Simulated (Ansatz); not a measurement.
# Cl2GeH2O: one species, many methods

One table from this session's results is given with a row withheld; the runs are named, their logs left out.

Computed with Ansatz 0.2.0, Gaussian basis. Level: functionals in def2-TZVPP, the program's frozen cores in correlated methods.

Levels to be run: LDA (SPW92), PBE-D4, revPBE-D4, BLYP-D4, r2SCAN-D4, B97M-V, PBE0-D4, B3LYP-D4, r2SCANh-D4, r2SCAN0-D4, HSE06-D4, BHLYP-D4, CAM-B3LYP-D4, LC-ωPBE, ωB97X-V, ωB97M-V, B2PLYP, PBE-QIDH; CCSD(T)/def2-SVP; CCSD(T)/def2-TZVPP; CCSD(T)/def2-QZVPP; extrapolation to the limit; RPA on PBE.

## The geometry

The geometry comes from an earlier relaxation with PBE0-D4 in a triple-zeta def2 set; it is a stationary point.

SMILES `[OH][GeH]([Cl])[Cl]`, 6 atoms, charge 0, spin multiplicity 1.

Atoms are counted from 1 here; the program's logs count them from 0.

Bond lengths: O1–Ge2 1.752 Å, O1–H5 0.961 Å, Ge2–Cl3 2.137 Å, Ge2–Cl4 2.137 Å, Ge2–H6 1.521 Å. Angles: Ge2–O1–H5 113.6°, O1–Ge2–Cl3 109.7°, O1–Ge2–Cl4 109.7°, O1–Ge2–H6 108.2°, Cl3–Ge2–Cl4 106.8°, Cl3–Ge2–H6 111.2°, Cl4–Ge2–H6 111.3°.

Set-up of the first run:

File in.yaml:

```yaml
crystal:
  periodic: [false, false, false]
  atoms:
    - {symbol: O, position_ang: [-0.160951, 1.291030, -0.614176]}
    - {symbol: Ge, position_ang: [-0.065448, -0.148801, 0.378946]}
    - {symbol: Cl, position_ang: [1.948470, -0.862572, 0.421721]}
    - {symbol: Cl, position_ang: [-1.252417, -1.700602, -0.487352]}
    - {symbol: H, position_ang: [0.126420, 1.152020, -1.521038]}
    - {symbol: H, position_ang: [-0.553975, 0.204925, 1.775698]}
basis:
  gaussian: {orbitals: def2-TZVPP}
hamiltonian: {xc: lda}
output: {orbitals: {seedname: orbitals}}
```

Started as:

```sh
ansatz run in.yaml --threads 2 --pin off --events-out ev --progress --plain --max-ram 32768MiB --backend cpu
```

Among the steps run: LDA; PBE-D4 (GGA); revPBE-D4 (GGA); BLYP-D4 (GGA); r2SCAN-D4 (meta-GGA); B97M-V (meta-GGA); PBE0-D4 (hybrid); B3LYP-D4 (hybrid); r2SCANh-D4 (hybrid); r2SCAN0-D4 (hybrid); HSE06-D4 (hybrid); BHLYP-D4 (hybrid); CAM-B3LYP-D4 (range-separated); LC-ωPBE (range-separated); ωB97X-V (range-separated); ωB97M-V (range-separated); B2PLYP (double hybrid); PBE-QIDH (double hybrid).

One of the session's tables, all rows but one given; the rest of the session is left out.

It belongs to the step «Orbital energies across the functionals». 

```
  functional  HOMO (eV)  gap (eV)
 LDA (SPW92)      -7.85      5.78
      PBE-D4      -7.70      5.90
   revPBE-D4      -7.64      5.95
     BLYP-D4      -7.54      5.78
   r2SCAN-D4      -8.10      6.60
      B97M-V      -8.19      6.72
     PBE0-D4      -9.23      8.44
    B3LYP-D4      -8.92      7.80
  r2SCANh-D4      -8.66      7.52
  r2SCAN0-D4      -9.49      8.89
    HSE06-D4          ?         ?
    BHLYP-D4     -10.55     10.79
CAM-B3LYP-D4     -10.61     10.85
     LC-ωPBE     -12.08     13.62
     ωB97X-V     -11.68     13.12
     ωB97M-V     -11.51     12.75
```

Estimate the missing values for HSE06-D4.

**Answer.** HOMO (eV): -8.82; gap (eV): 7.67. In the column «HOMO (eV)» it lies between B3LYP-D4 (-8.92) and r2SCANh-D4 (-8.66).
